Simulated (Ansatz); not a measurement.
# C2H4SSi: the cost of one run

Method: RKS PBE-D4/def2-SVP, in Ansatz 0.2.0.

### 1 The system as given

Bond lengths: C1–C2 1.200 Å, C2–S3 1.689 Å, S3–Si4 2.158 Å, C1–H5 1.048 Å, Si4–H6 1.456 Å, Si4–H7 1.457 Å, Si4–H8 1.454 Å. Angles: C1–C2–S3 178.4°, C2–C1–H5 179.5°, C2–S3–Si4 98.1°, S3–Si4–H6 107.8°, S3–Si4–H7 108.0°, S3–Si4–H8 101.5°, H6–Si4–H7 111.6°, H6–Si4–H8 113.6°, H7–Si4–H8 113.6°.

As a file:

```xyz
8

C     2.0649    1.1268    0.0921
C     1.3756    0.1947    0.4025
S     0.4402   -1.1327    0.8660
Si   -1.3819   -0.5942   -0.1580
H     2.6705    1.9358   -0.1865
H    -1.8203    0.6946    0.3598
H    -1.0933   -0.5287   -1.5848
H    -2.2556   -1.6964    0.2089
```

### 2 End point A

Input file input.yaml:

```yaml
crystal:
  periodic: [false, false, false]
  atoms:
    - { symbol: C, position_ang: [2.06491, 1.12677, 0.09215] }
    - { symbol: C, position_ang: [1.37556, 0.19471, 0.40251] }
    - { symbol: S, position_ang: [0.44019, -1.13272, 0.86596] }
    - { symbol: Si, position_ang: [-1.38188, -0.59417, -0.15795] }
    - { symbol: H, position_ang: [2.67047, 1.93583, -0.18654] }
    - { symbol: H, position_ang: [-1.82029, 0.69463, 0.35978] }
    - { symbol: H, position_ang: [-1.09333, -0.5287, -1.5848] }
    - { symbol: H, position_ang: [-2.25563, -1.69636, 0.2089] }
basis:
  gaussian: { orbitals: def2-SVP }
hamiltonian:
  xc: pbe
  dispersion: d4
relax:
  f_tol: 0.02
  max_steps: 50
```

Command:

```sh
> ansatz run input.yaml --threads 2 --pin off --max-ram 3072MiB --backend cpu --events-out ev --progress --plain --runs-dir out
```

What time and memory should one allow on 2 threads of Arm Neoverse V1, shared host?

About 7.2 s, with a peak of 0.12 GiB.
